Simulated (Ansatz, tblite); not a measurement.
# The cluster Li₆H₅+: rung by rung

The task here is to estimate one member of a computed series from the others.

Program: Ansatz 0.2.0, Gaussian basis. Level of theory: as each input shows. These are calculated values, not measurements.

Plan: GFN1-xTB, GFN2-xTB, PBE-D4/def2-TZVP, r2SCAN-D4/def2-TZVP, ωB97M-V/def2-TZVP, LDA/def2-TZVP, ωB97X-V/def2-TZVP, r2SCANh-D4/def2-TZVP, B2PLYP/def2-TZVP, HF/def2-TZVP, LC-ωPBE/def2-TZVP, PBE-D4/def2-SVP, PBE0-D4/def2-SVP, CCSD(T)/def2-TZVPP, MP2/def2-TZVP, RPA/def2-TZVP.

1 further run of the same task is left out (set aside as unsound or not needed). Runs told in other sessions of the task aren't counted.

## The relaxed structure

The geometry is that of the singlet, from an earlier relaxation (r2SCAN-D4/def2-TZVP). At that level it is the lowest of the isomers that a small search found.

11 atoms, charge 1, spin multiplicity 1.

Bond lengths: Li1–Li2 2.741 Å, Li1–Li3 2.521 Å, Li1–Li4 2.619 Å, Li1–Li5 2.622 Å, Li1–Li6 2.523 Å, Li1–H7 1.751 Å, Li1–H10 1.894 Å, Li2–Li4 2.579 Å, Li2–Li5 2.576 Å, Li2–H9 1.734 Å, Li3–H8 1.805 Å, Li3–H10 1.779 Å, Li4–Li5 2.544 Å, Li4–H7 1.818 Å, Li4–H9 1.807 Å, Li5–H7 1.818 Å, Li5–H9 1.811 Å, Li6–H10 1.777 Å and more. Angles: Li2–Li1–Li3 75.9°, Li2–Li1–Li4 57.5°, Li2–Li1–Li5 57.4°, Li2–Li1–Li6 75.9°, Li2–Li1–H7 86.3°, Li2–Li1–H10 94.3°, Li3–Li1–Li4 93.7°, Li3–Li1–Li5 133.0°, Li3–Li1–Li6 79.3°, Li3–Li1–H7 135.7°, Li3–Li1–H10 44.8°, Li4–Li1–Li5 58.1°, Li4–Li1–Li6 133.0°, Li4–Li1–H7 43.8°, Li4–Li1–H10 136.8°, Li5–Li1–Li6 93.4°, Li5–Li1–H7 43.7°, Li5–Li1–H10 136.4° and more.

The ion is computed in the gas phase, without counter-ions or solvent.

PBE0-D4/def2-TZVP was run before; its log isn't repeated, and its numbers join the tables.

Set-up of the first run:

Tight binding, by tblite at 300 K electronic temperature and without a spin-polarisation term:

```python
tblite.interface.Calculator('GFN1-xTB', numbers, positions, charge=1, uhf=0).singlepoint()
```

Tight binding, by tblite at 300 K electronic temperature and without a spin-polarisation term:

```python
tblite.interface.Calculator('GFN2-xTB', numbers, positions, charge=1, uhf=0).singlepoint()
```

start.molden holds the orbitals of an earlier run on this state, given as this run's starting guess.

in.yaml reads:

```yaml
crystal:
  periodic: [false, false, false]
  atoms:
    - {symbol: Li, position_ang: [-0.681778, 0.157846, -0.876909]}
    - {symbol: Li, position_ang: [1.088694, -0.390732, 1.142428]}
    - {symbol: Li, position_ang: [1.512822, -0.195264, -2.065706]}
    - {symbol: Li, position_ang: [0.276638, 2.017101, 0.699356]}
    - {symbol: Li, position_ang: [-1.338665, 0.300828, 1.657457]}
    - {symbol: Li, position_ang: [-0.535504, -2.360590, -0.852820]}
    - {symbol: H, position_ang: [-1.346854, 1.375266, 0.191294]}
    - {symbol: H, position_ang: [1.209115, 0.626912, -0.487558]}
    - {symbol: H, position_ang: [0.332200, 0.855190, 2.082200]}
    - {symbol: H, position_ang: [0.019578, -1.161611, -2.040828]}
    - {symbol: H, position_ang: [-0.536246, -1.224946, 0.551086]}
basis:
  gaussian: {orbitals: def2-TZVP, initial_orbitals: start.molden}
total_charge: 1
hamiltonian: {xc: pbe, dispersion: d4}
scf: {omitted_lower_state_checks: [starts]}
output: {forces: true, orbitals: {seedname: orbitals}}
```

On the command line:

```bash
$ ansatz run in.yaml --threads 4 --pin off --events-out ev --progress --plain --max-ram 3916MiB
```

Among the steps run: PBE-D4/def2-TZVP; r2SCAN-D4/def2-TZVP; ωB97M-V/def2-TZVP; LDA/def2-TZVP; ωB97X-V/def2-TZVP; r2SCANh-D4/def2-TZVP; B2PLYP/def2-TZVP; HF/def2-TZVP; LC-ωPBE/def2-TZVP; PBE-D4/def2-SVP; PBE0-D4/def2-SVP; CCSD(T)/def2-TZVPP; MP2/def2-TZVP; RPA/def2-TZVP.

One table of the session follows, with a row left open; its other results are not shown here.

```
               level  HOMO (eV)  LUMO (eV)  gap (eV)
        HF/def2-TZVP     -13.11      -2.76     10.35
       LDA/def2-TZVP      -9.14      -5.25      3.89
     PBE-D4/def2-SVP      -8.96      -5.03      3.93
    PBE-D4/def2-TZVP      -9.05      -5.10      3.95
 r2SCAN-D4/def2-TZVP      -9.24      -4.49      4.75
r2SCANh-D4/def2-TZVP          ?          ?         ?
    PBE0-D4/def2-SVP     -10.14      -4.41      5.73
   PBE0-D4/def2-TZVP     -10.22      -4.50      5.72
   LC-ωPBE/def2-TZVP     -12.98      -3.01      9.97
   ωB97X-V/def2-TZVP     -12.63      -3.05      9.58
   ωB97M-V/def2-TZVP     -12.41      -3.56      8.85
```

Q: Estimate the row for r2SCANh-D4/def2-TZVP from the others.

**Answer.** HOMO (eV): -9.68; LUMO (eV): -4.34; gap (eV): 5.34. In the column «HOMO (eV)» it lies between PBE0-D4/def2-SVP (-10.14) and r2SCAN-D4/def2-TZVP (-9.24).
